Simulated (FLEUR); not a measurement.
Input of a FLEUR MaX-R8.1 (later development tree) run:

Contents of inp.xml:

```xml
<?xml version="1.0" encoding="UTF-8" standalone="no"?>
<fleurInput fleurInputVersion="0.39">
   <comment>
      GaGe                                                                                                
   </comment>
   <calculationSetup>
      <cutoffs Kmax="4.45" Gmax="13.8" GmaxXC="13.8" numbands="0"/>
      <scfLoop itmax="60" minDistance="0.00001" maxIterBroyd="15" imix="Anderson" alpha="0.05" precondParam="0.0" spinf="2.0" sdNocoIR="T"/>
      <coreElectrons ctail="T" frcor="F" kcrel="0" coretail_lmax="0"/>
      <xcFunctional name="PBEs" relativisticCorrections="F"/>
      <magnetism jspins="1"/>
      <soc l_soc="F" theta="0.0" phi="0.0" spav="F"/>
      <expertModes spex="0" secvar="F"/>
      <geometryOptimization l_f="F" forcealpha="1.0" forcemix="BFGS" epsdisp="0.00001" epsforce="0.00001"/>
      <ldaU l_linMix="F" mixParam="0.05" spinf="1.0"/>
   </calculationSetup>
   <cell>
      <bzIntegration valenceElectrons="43.0" mode="hist" fermiSmearingEnergy="0.00183747">
         <kPointListSelection listName="default-1"/>
         <!-- k-points included here -->
         <xi:include xmlns:xi="http://www.w3.org/2001/XInclude" href="kpts.xml"> </xi:include>
      </bzIntegration>
      <!-- symmetry operations included here -->
      <xi:include xmlns:xi="http://www.w3.org/2001/XInclude" href="sym.xml"> </xi:include>
      <bulkLattice scale="1.0">
         <bravaisMatrix>
            <row-1>    0.0000000000000000     5.4761315118153622     5.4761315118153622</row-1>
            <row-2>    5.4761315118153622     0.0000000000000000     5.4761315118153622</row-2>
            <row-3>    5.4761315118153622     5.4761315118153622     0.0000000000000000</row-3>
         </bravaisMatrix>
      </bulkLattice>
   </cell>
   <atomSpecies>
      <species name="Germanium (Ge)" element="Ge" atomicNumber="32">
         <mtSphere radius="2.2" gridPoints="727" logIncrement="0.017"/>
         <atomicCutoffs lmax="9" lnonsphr="9"/>
         <electronConfig flipSpins="F">
            <coreConfig>(1s1/2) (2s1/2) (2p1/2) (2p3/2)</coreConfig>
            <valenceConfig>(3s1/2) (3p1/2) (3p3/2) (4s1/2) (3d3/2) (3d5/2) (4p1/2) (4p3/2)</valenceConfig>
            <stateOccupation state="(4p1/2)" spinUp="0.333333" spinDown="0.333333"/>
            <stateOccupation state="(4p3/2)" spinUp="0.666667" spinDown="0.666667"/>
         </electronConfig>
         <energyParameters s="4" p="4" d="3" f="4"/>
         <lo type="SCLO" l="0" n="3" eDeriv="0"/>
         <lo type="SCLO" l="1" n="3" eDeriv="0"/>
         <lo type="SCLO" l="1" n="3" eDeriv="1"/>
         <lo type="HELO" l="2" n="4" eDeriv="0"/>
         <lo type="HELO" l="2" n="4" eDeriv="1"/>
         <lo type="SCLO" l="3" n="4" eDeriv="2"/>
      </species>
      <species name="Gallium (Ga)" element="Ga" atomicNumber="31">
         <mtSphere radius="2.2" gridPoints="727" logIncrement="0.017"/>
         <atomicCutoffs lmax="9" lnonsphr="9"/>
         <electronConfig flipSpins="F">
            <coreConfig>(1s1/2) (2s1/2) (2p1/2) (2p3/2)</coreConfig>
            <valenceConfig>(3s1/2) (3p1/2) (3p3/2) (4s1/2) (3d3/2) (3d5/2) (4p1/2) (4p3/2)</valenceConfig>
            <stateOccupation state="(4p1/2)" spinUp="0.166667" spinDown="0.166667"/>
            <stateOccupation state="(4p3/2)" spinUp="0.333333" spinDown="0.333333"/>
         </electronConfig>
         <energyParameters s="4" p="4" d="3" f="4"/>
         <lo type="SCLO" l="0" n="3" eDeriv="0"/>
         <lo type="SCLO" l="1" n="3" eDeriv="0"/>
         <lo type="SCLO" l="1" n="3" eDeriv="1"/>
         <lo type="HELO" l="2" n="4" eDeriv="0"/>
         <lo type="HELO" l="2" n="4" eDeriv="1"/>
         <lo type="SCLO" l="3" n="4" eDeriv="2"/>
      </species>
   </atomSpecies>
   <atomGroups>
      <atomGroup species="Germanium (Ge)">
         <relPos label="                   1">.0000000000 .0000000000 .0000000000</relPos>
         <force calculate="T" relaxXYZ="TTT"/>
      </atomGroup>
      <atomGroup species="Gallium (Ga)">
         <relPos label="                   2">1.000/4.000 1.000/4.000 1.000/4.000</relPos>
         <force calculate="T" relaxXYZ="TTT"/>
      </atomGroup>
   </atomGroups>
   <output dos="F" band="F" slice="F">
      <checks vchk="F" cdinf="F"/>
      <bandDOS minEnergy="-.5*Htr" maxEnergy="0.5*Htr" sigma="0.015" storeEVData="T"/>
      <vacuumDOS vacdos="F" integ="F" star="F" nstars="0" locx1="0.0" locy1="0.0" locx2="0.0" locy2="0.0" nstm="0" tworkf="0.0"/>
      <unfoldingBand unfoldBand="F" supercellX="1" supercellY="1" supercellZ="1"/>
      <plotting iplot="0" polar="F">
         <plot TwoD="T" vec1="  1.0  0.0  0.0" vec2="  0.0  1.0  0.0" vec3="  0.0  0.0  1.0" zero="  0.0  0.0  0.0" file="plot"/>
      </plotting>
      <chargeDensitySlicing numkpt="0" minEigenval="0.0" maxEigenval="0.0" nnne="0" pallst="F"/>
      <specialOutput eonly="F"/>
      <moessbauerParams electricFieldGradient="T" isomerShift="T" coreHyperfine="T" valenceHyperfine="T"/>
      <magneticCircularDichroism mcd="F" energyLo="-10.0" energyUp="0.0"/>
   </output>
  <!-- We include the file relax.xml here to enable relaxations (see documentation) -->
  <xi:include xmlns:xi="http://www.w3.org/2001/XInclude" href="relax.xml"> <xi:fallback/> </xi:include>
</fleurInput>
```

crystal.txt

```
GaGe
&input cartesian=F /
0.0000000000  2.8978440000  2.8978440000
2.8978440000  0.0000000000  2.8978440000
2.8978440000  2.8978440000  0.0000000000
1.8897261246
1.0 1.0 1.0

2
32 0.0000000000  0.0000000000  0.0000000000
31 0.2500000000  0.2500000000  0.2500000000

&kpt div1=8 div2=8 div3=8 gamma=T /
```

inp.xml (bands)

```
<?xml version="1.0" encoding="UTF-8" standalone="no"?>
<fleurInput fleurInputVersion="0.39">
   <comment>
      GaGe                                                                                                
   </comment>
   <calculationSetup>
      <cutoffs Kmax="4.45" Gmax="13.8" GmaxXC="13.8" numbands="0"/>
      <scfLoop itmax="60" minDistance="0.00001" maxIterBroyd="15" imix="Anderson" alpha="0.05" precondParam="0.0" spinf="2.0" sdNocoIR="T"/>
      <coreElectrons ctail="T" frcor="F" kcrel="0" coretail_lmax="0"/>
      <xcFunctional name="PBEs" relativisticCorrections="F"/>
      <magnetism jspins="1"/>
      <soc l_soc="F" theta="0.0" phi="0.0" spav="F"/>
      <expertModes spex="0" secvar="F"/>
      <geometryOptimization l_f="F" forcealpha="1.0" forcemix="BFGS" epsdisp="0.00001" epsforce="0.00001"/>
      <ldaU l_linMix="F" mixParam="0.05" spinf="1.0"/>
   </calculationSetup>
   <cell>
      <bzIntegration valenceElectrons="43.0" mode="hist" fermiSmearingEnergy="0.00183747">
         <kPointListSelection listName="path-1"/>
         <!-- k-points included here -->
         <xi:include xmlns:xi="http://www.w3.org/2001/XInclude" href="kpts.xml"> </xi:include>
      </bzIntegration>
      <!-- symmetry operations included here -->
      <xi:include xmlns:xi="http://www.w3.org/2001/XInclude" href="sym.xml"> </xi:include>
      <bulkLattice scale="1.0">
         <bravaisMatrix>
            <row-1>    0.0000000000000000     5.4761315118153622     5.4761315118153622</row-1>
            <row-2>    5.4761315118153622     0.0000000000000000     5.4761315118153622</row-2>
            <row-3>    5.4761315118153622     5.4761315118153622     0.0000000000000000</row-3>
         </bravaisMatrix>
      </bulkLattice>
   </cell>
   <atomSpecies>
      <species name="Germanium (Ge)" element="Ge" atomicNumber="32">
         <mtSphere radius="2.2" gridPoints="727" logIncrement="0.017"/>
         <atomicCutoffs lmax="9" lnonsphr="9"/>
         <electronConfig flipSpins="F">
            <coreConfig>(1s1/2) (2s1/2) (2p1/2) (2p3/2)</coreConfig>
            <valenceConfig>(3s1/2) (3p1/2) (3p3/2) (4s1/2) (3d3/2) (3d5/2) (4p1/2) (4p3/2)</valenceConfig>
            <stateOccupation state="(4p1/2)" spinUp="0.333333" spinDown="0.333333"/>
            <stateOccupation state="(4p3/2)" spinUp="0.666667" spinDown="0.666667"/>
         </electronConfig>
         <energyParameters s="4" p="4" d="3" f="4"/>
         <lo type="SCLO" l="0" n="3" eDeriv="0"/>
         <lo type="SCLO" l="1" n="3" eDeriv="0"/>
         <lo type="SCLO" l="1" n="3" eDeriv="1"/>
         <lo type="HELO" l="2" n="4" eDeriv="0"/>
         <lo type="HELO" l="2" n="4" eDeriv="1"/>
         <lo type="SCLO" l="3" n="4" eDeriv="2"/>
      </species>
      <species name="Gallium (Ga)" element="Ga" atomicNumber="31">
         <mtSphere radius="2.2" gridPoints="727" logIncrement="0.017"/>
         <atomicCutoffs lmax="9" lnonsphr="9"/>
         <electronConfig flipSpins="F">
            <coreConfig>(1s1/2) (2s1/2) (2p1/2) (2p3/2)</coreConfig>
            <valenceConfig>(3s1/2) (3p1/2) (3p3/2) (4s1/2) (3d3/2) (3d5/2) (4p1/2) (4p3/2)</valenceConfig>
            <stateOccupation state="(4p1/2)" spinUp="0.166667" spinDown="0.166667"/>
            <stateOccupation state="(4p3/2)" spinUp="0.333333" spinDown="0.333333"/>
         </electronConfig>
         <energyParameters s="4" p="4" d="3" f="4"/>
         <lo type="SCLO" l="0" n="3" eDeriv="0"/>
         <lo type="SCLO" l="1" n="3" eDeriv="0"/>
         <lo type="SCLO" l="1" n="3" eDeriv="1"/>
         <lo type="HELO" l="2" n="4" eDeriv="0"/>
         <lo type="HELO" l="2" n="4" eDeriv="1"/>
         <lo type="SCLO" l="3" n="4" eDeriv="2"/>
      </species>
   </atomSpecies>
   <atomGroups>
      <atomGroup species="Germanium (Ge)">
         <relPos label="                   1">.0000000000 .0000000000 .0000000000</relPos>
         <force calculate="T" relaxXYZ="TTT"/>
      </atomGroup>
      <atomGroup species="Gallium (Ga)">
         <relPos label="                   2">1.000/4.000 1.000/4.000 1.000/4.000</relPos>
         <force calculate="T" relaxXYZ="TTT"/>
      </atomGroup>
   </atomGroups>
   <output dos="F" band="T" slice="F">
      <checks vchk="F" cdinf="F"/>
      <bandDOS minEnergy="-.5*Htr" maxEnergy="0.5*Htr" sigma="0.015" storeEVData="T"/>
      <vacuumDOS vacdos="F" integ="F" star="F" nstars="0" locx1="0.0" locy1="0.0" locx2="0.0" locy2="0.0" nstm="0" tworkf="0.0"/>
      <unfoldingBand unfoldBand="F" supercellX="1" supercellY="1" supercellZ="1"/>
      <plotting iplot="0" polar="F">
         <plot TwoD="T" vec1="  1.0  0.0  0.0" vec2="  0.0  1.0  0.0" vec3="  0.0  0.0  1.0" zero="  0.0  0.0  0.0" file="plot"/>
      </plotting>
      <chargeDensitySlicing numkpt="0" minEigenval="0.0" maxEigenval="0.0" nnne="0" pallst="F"/>
      <specialOutput eonly="F"/>
      <moessbauerParams electricFieldGradient="T" isomerShift="T" coreHyperfine="T" valenceHyperfine="T"/>
      <magneticCircularDichroism mcd="F" energyLo="-10.0" energyUp="0.0"/>
   </output>
  <!-- We include the file relax.xml here to enable relaxations (see documentation) -->
  <xi:include xmlns:xi="http://www.w3.org/2001/XInclude" href="relax.xml"> <xi:fallback/> </xi:include>
</fleurInput>
```

Potentials or basis: all-electron, FLAPW.

Run with:

```console
$ inpgen -f crystal.txt -profile fastHighL
$ # inp.xml edited to the form shown
$ fleur_MPI
$ fleur_MPI   # second run, on inp.xml (bands)
```

Problem. Predict the band gap along the path.

Solution. None (metal or under the smearing width).

Levels at the corners of the path, in eV from the Fermi level:
```tsv
point	band 18	band 19	band 20	band 21	band 22	band 23	band 24	band 25	band 26	band 27
Γ	-14.24	-10.54	1.69	1.69	1.69	2.04	4.35	4.35	4.35	7.56
X	-14.23	-7.52	-5.82	-1.25	-1.25	2.26	2.38	11.00	11.00	12.18
W	-14.24	-7.44	-5.66	-2.17	-2.06	5.75	5.76	6.11	6.40	12.03
K	-14.24	-7.60	-5.59	-2.54	-0.82	2.73	5.55	8.70	8.87	9.45
Γ	-14.24	-10.54	1.69	1.69	1.69	2.04	4.35	4.35	4.35	7.56
L	-14.24	-8.58	-5.38	0.39	0.39	2.03	5.32	5.32	8.07	11.35
U	-14.24	-7.60	-5.59	-2.54	-0.82	2.73	5.55	8.70	8.87	9.45
W	-14.24	-7.44	-5.66	-2.17	-2.06	5.75	5.76	6.11	6.40	12.03
L	-14.24	-8.58	-5.38	0.39	0.39	2.03	5.32	5.32	8.07	11.35
K	-14.24	-7.60	-5.59	-2.54	-0.82	2.73	5.55	8.70	8.87	9.45
U	-14.24	-7.60	-5.59	-2.54	-0.82	2.73	5.55	8.70	8.87	9.45
X	-14.23	-7.52	-5.82	-1.25	-1.25	2.26	2.38	11.00	11.00	12.18
```
